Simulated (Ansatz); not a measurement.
# HfGe+ (sextet): from Hartree-Fock to the top rungs, def2-SVP

Aim: climb from Hartree-Fock through coupled cluster for HfGe+ (sextet) at one geometry and basis, and see what each rung misses.

Method: def2-SVP, core rule «outside noble gas», up to 18 orbitals frozen; program: Ansatz 0.2.0, Gaussian basis.

Plan: UHF; CCSD(T) on ROHF; CCSD(T) on UHF; CISD as a restricted active space (open shells left free, so some higher excitations enter); CCSDT(Q) on ROHF; CCSDT(Q) on UHF; CCSDTQ on ROHF.

12 further runs of the same task are left out: 6 for a known fault of the program, 3 that didn't finish, 3 set aside as unsound or not needed. Runs told in other sessions of the task aren't counted.

## 1. The geometry

The geometry is a PBE0/def2-TZVP stationary point (not a proven minimum). No spin-orbit coupling is included. Elements past krypton take def2 core potentials. The filled d shell of Ge may be among the frozen orbitals whatever the setting's name suggests.

2 atoms, charge 1, spin multiplicity 6.

Atoms are counted from 1 here; the program's logs count them from 0.

Bond lengths: Hf1–Ge2 2.569 Å.

## 2. UHF

in.yaml reads:

```yaml
crystal:
  periodic: [false, false, false]
  atoms:
    - {symbol: Hf, position_ang: [0.000000, 0.000000, 0.000000]}
    - {symbol: Ge, position_ang: [0.000000, 0.000000, 2.569000]}
basis:
  gaussian: {orbitals: def2-SVP}
total_charge: 1
magnetization: {spin_polarized: true, initial_magnetization: 5}
hamiltonian: {xc: hf}
output: {orbitals: {seedname: orbitals}}
```

Command:

```sh
$ ansatz run in.yaml --threads 1 --pin off --events-out ev --progress --plain --max-ram 4160MiB --backend cpu
```

Further steps of the session: CCSD(T) on ROHF; CCSD(T) on UHF; CISD as a restricted active space (open shells left free, so some higher excitations enter); CCSDT(Q) on ROHF; CCSDT(Q) on UHF; CCSDTQ on ROHF.

**Question.** What will the summary of the whole plan be? Wanted: RCCSDTQ from the RHF energy; RMP2 from RCCSDTQ; UMP2 from RCCSDTQ; RCCSD from RCCSDTQ; RCCSD(T) from RCCSDTQ; UCCSD(T) from RCCSDTQ; RCCSDT(Q) from RCCSDTQ; UCCSDT(Q) from RCCSDTQ; T1 diagnostic.

The runs gave:

| quantity | value |
| --- | --- |
| RCCSDTQ from the ROHF energy | -2.8309 eV |
| RMP2 from RCCSDTQ | +671.1 meV |
| UMP2 from RCCSDTQ | +617.1 meV |
| RCCSD from RCCSDTQ | +175.0 meV |
| RCCSD(T) from RCCSDTQ | +39.7 meV |
| UCCSD(T) from RCCSDTQ | -38.1 meV |
| RCCSDT(Q) from RCCSDTQ | +1.1 meV |
| UCCSDT(Q) from RCCSDTQ | -79.3 meV |
| levels within 1 kcal/mol (43 meV) | RCCSD(T), UCCSD(T), RCCSDT, RCCSDT(Q) |
| T1 diagnostic | 0.039 |

In words: RCCSD(T) misses by +39.7 meV, 1.4 % of the correlation energy. CCSD(T) misses by +39.7 meV on the restricted determinant and by -38.1 meV on the unrestricted one; the two need not hold the same state or core. These misses are within one basis, not against nature; the frozen cores of restricted and unrestricted runs differ, which can shift their rows.
